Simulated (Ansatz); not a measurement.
**One input on several machines: r2SCAN molecular dynamics, a 2×2×3 supercell of TiH2 (I4/mmm)**

The runs below are of Ansatz 0.2.0 on an Arm Neoverse N1 node (56 of its 64 cores, memory capped at 64 GiB); a node with four NVIDIA GB300 Max-Q cards and 144 Grace (Neoverse V2) cores; a node with four NVIDIA GB200 cards and 144 Grace (Neoverse V2) cores; a node with eight NVIDIA H100 80GB cards and 96 AMD EPYC 7R13 cores; an Intel Xeon 6975P-C node (Granite Rapids, 96 cores, 192 hardware threads, 360 GiB), one at a time and with no other job on the machine; times are wall-clock times from launch to exit. Times and memory are rounded to two significant figures, and ratios are formed from the unrounded values. A row is a single run, so small differences between rows aren't established. System services beside the runs took up to 5 cores (rounded up). Runs with a thread on every core shared the cores with them. Precision is the program's default, which can work at lower precision in parts of a run. Card memory is the largest of readings taken every 0.4 s, so short peaks can be missed, and it isn't given for runs under about 3 s. It shows what a run took, which needn't be the least that it can run in: the program holds more work at once where threads and free memory allow.

Commands are shown without the flags for output files and display.

The PAW files were made with PBE. For this functional the program regenerates the frozen cores at set-up.

```
atoms                                                              : 36
valence electrons                                                  : 168
cell volume                                                        : 256.4 Å³
cutoff (chosen by the program)                                     : 500 eV
k mesh                                                             : 4×4×3
k points solved                                                    : 26
symmetry operations used (translations within a supercell counted) : 1
plane waves at Γ                                                   : 6491
dense FFT grid                                                     : 45×45×72
bands at the start                                                 : 120
spin                                                               : none
first density                                                      : atoms corrected by the program's trained network
```

The input file:

```yaml
crystal:
  lattice:
    - [-3.201930, 3.201930, 4.167828]
    - [3.201930, -3.201930, 4.167828]
    - [4.802895, 4.802895, -6.251742]
  atoms:
    - { symbol: Ti, position: [0.000000, 0.000000, 0.000000] }
    - { symbol: H, position: [0.125000, 0.375000, 0.166667] }
    - { symbol: H, position: [0.375000, 0.125000, 0.166667] }
    # ... 32 more atoms, left out here ...
    - { symbol: H, position: [0.875000, 0.625000, 0.833333] }
kpoints:
  mp_grid: { grid: [4, 4, 3] }
hamiltonian:
  xc: r2scan
scf:
  occupations: { method: methfessel_paxton, width: 0.2 }
  mixing: { preconditioner: kerker }
md: { ensemble: nvt_langevin, temperature: 1200, timestep: 1.0, n_steps: 30, initial_velocities: maxwell_boltzmann, seed: 1 }
```

| machine share | command | wall time | SCF clock | outside it | CPU time | SCF iterations | steps logged | threads | the cards share | host memory (GiB) | fullest card (GiB) |
| --- | --- | --- | --- | --- | --- | --- | --- | --- | --- | --- | --- |
| 1 × GB200 | ansatz run input.yaml --backend cuda --devices 1 | 21 s | 19 s | 1.3 s | 5.9 min | 330 | 31 | 72 |  | 2.0 | 17 |
| 1 × GB300 | ansatz run input.yaml --backend cuda --devices 1 | 42 s | 41 s | 1.3 s | 12 min | 330 | 31 | 72 |  | 2.0 | 17 |
| 1 × H100 | ansatz run input.yaml --backend cuda --devices 1 | 30 s | 28 s | 2.1 s | 6.6 min | 330 | 31 | 48 |  | 1.6 | 15 |
| 2 × H100 | ansatz run input.yaml --backend cuda --devices 2 | 25 s | 23 s | 2.6 s | 4.8 min | 330 | 31 | 2×48 | k points | 2.0 | 8.8 |
| 56 threads, Neoverse N1 | taskset -c 8-63 ansatz run input.yaml --backend cpu --max-ram 64GiB | 3.5 min | 3.4 min | 0.82 s | 3.1 h | 331 | 31 | 56 |  | 5.7 |  |

The SCF clock is the program's own. It runs from the start of the first SCF loop to the final result and holds forces, stress, later SCFs and response steps. Outside it lie start-up, exit and the set-up ahead of the first loop, which depends on the cell and the method.

SCF iterations are those that the program logged, summed over all steps and exchange cycles of a run; an SCF made in search of a lower state can go uncounted. Steps are those that the program logged, the start of a trajectory included. For molecular dynamics the program switches the space group off, so only time reversal reduces the mesh.

Threads written as a×b are a pools of b host workers, as the log lists them; the log's own count of threads can differ.

The machines don't compute alike at the default precision: the logs show emulated matrix products on GB200 and GB300, and some doubles held as pairs of floats on GB300.

The runs on cards also kept host threads busy (see the CPU time), so differences between cards can come from their hosts too.

Among these rows the slowest by wall time (56 threads, Neoverse N1) takes 10 times as long as the fastest (1 × GB200).

The gap on the SCF clock between 1 × GB300 and 1 × GB200 (41 s against 19 s) wasn't traced.

Q: How long does the same input take on 96 threads, Xeon 6975P-C (ansatz run input.yaml --backend cpu)?

A: 53 s, in 331 SCF iterations, 0.26 times the time on 56 threads, Neoverse N1; peak host memory 6.7 GiB.
